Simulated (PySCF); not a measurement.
# F3H18N6V2 ([(NH3)3V(mu-F)3V(NH3)3]+): the cost of one run

Computed with PySCF 2.14.0 and routines of our own; the level stands in each step. Atoms count from 0.

## 1. The starting structure

29 atoms, charge 1, high-spin multiplicity 7; geometry from: idealised, bond lengths from ionic radii.

The system (face-sharing dimer): [(NH3)3V(mu-F)3V(NH3)3]+. The metals (V(II), V(II)) are 3.02 Å apart; the bridge angle is 88°; the spin sites are atom 0 (3 unpaired) and atom 1 (3 unpaired).

## 2. Magnetic exchange: PBE0/def2-SVP H:def2-SV(P)

Job settings and geometry (Å):

```
{"job": {"kind": "bs", "xc": "PBE0", "basis": {"default": "def2-SVP", "H": "def2-SV(P)"}, "grid": 1}, "charge": 1, "high_spin_multiplicity": 7, "spin_sites": [[[0], 3], [[1], 3]]}
V     -1.508000    -0.000000    -0.000000
V      1.508000    -0.000000    -0.000000
F     -0.000000     1.567000    -0.000000
F     -0.000000    -0.783500     1.357100
F     -0.000000    -0.783500    -1.357100
N     -2.789700    -1.812600    -0.000000
H     -3.001700    -2.112400     0.951600
H     -3.674600    -1.636600    -0.475800
H     -2.328800    -2.588200    -0.475800
N     -2.789700     0.906300    -1.569800
H     -2.390100     1.780800    -1.910500
H     -2.892400     0.278900    -2.367400
H     -3.722500     1.109000    -1.210400
N     -2.789700     0.906300     1.569800
H     -2.390100     1.780800     1.910500
H     -3.722500     1.109000     1.210400
H     -2.892400     0.278900     2.367400
N      2.789700    -1.812600    -0.000000
H      3.001700    -2.112400     0.951600
H      2.328800    -2.588200    -0.475800
H      3.674600    -1.636600    -0.475800
N      2.789700     0.906300    -1.569800
H      3.406100     1.617000    -1.175500
H      3.374100     0.201300    -2.019000
H      2.224900     1.350400    -2.293800
N      2.789700     0.906300     1.569800
H      3.406100     1.617000     1.175500
H      2.224900     1.350400     2.293800
H      3.374100     0.201300     2.019000
```

Method: PBE0/def2-SVP H:def2-SV(P) high-spin and broken-symmetry single points, gas phase.

On the command line:

```console
> OMP_NUM_THREADS=1 python exch_run.py task.json out
```

The driver reads the jobs from task.json and runs them one after another.

Q: Estimate the wall time and peak memory of this first job on 1 thread of Arm Neoverse N1, shared host.

About 2.5 min, with a peak of 1.1 GiB.
